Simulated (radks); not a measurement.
# Zn³⁺ in [Ar] 3d9: an all-electron calculation

One table from this session's results is given with a row withheld; the runs are named, their logs left out.

The numbers are computed with radks (a radial shooting solver on a logarithmic mesh, Libxc functionals) version 1 (scalar-relativistic Kohn-Sham, HCTH/407, spin-polarised, spherical densities, point nucleus; open shells are filled with parallel spins first), except any that are marked as measured or tabulated.

### The atom as given

* element: zinc (Z = 30)
* charge: +3
* electrons: 27
* configuration: [Ar] 3d9

Outer shells as boxes (Hund's rule):

Zn³⁺
```
[Ar] core
3d [↑↓][↑↓][↑↓][↑↓][↑ ]
```

The first run:

Input:

```text
Z 30
configuration [Ar] 3d9
relativity scalar-relativistic
functional hcth_407
spin polarised
nucleus point
c 137.035999084
```

Started as:

```console
$ python run_ks.py task.json out
```

The same process makes all the runs of this session.

One table of the session follows, with a row left open; its other results are not shown here.

It belongs to the step «Radial structure». Sizes of the orbitals, from the radial functions (bohr):

```
  level      <r>  outermost maximum (interpolated)  90 % within  nodes
  1s up  0.05034                            0.0329       0.0899      0
1s down  0.05034                            0.0329       0.0899      0
  2s up   0.2262                             0.189        0.350      1
2s down   0.2261                             0.189        0.350      1
  2p up   0.1982                             0.152        0.324      0
2p down   0.1981                             0.152        0.324      0
  3s up   0.6766                             0.587         1.01      2
3s down   0.6773                             0.587         1.01      2
  3p up   0.7041                             0.590         1.08      1
3p down   0.7054                             0.591         1.09      1
  3d up   0.8087                             0.557         1.37      0
3d down        ?                                 ?            ?      ?
```

Q: Estimate the row for 3d down from the others.

As computed: <r>: 0.8168; outermost maximum (interpolated): 0.559; 90 % within: 1.39; nodes: 0. In the column «<r>» it is the highest.

To keep in mind: Open shells are spherical and high-spin; term and fine-structure splittings are not resolved.
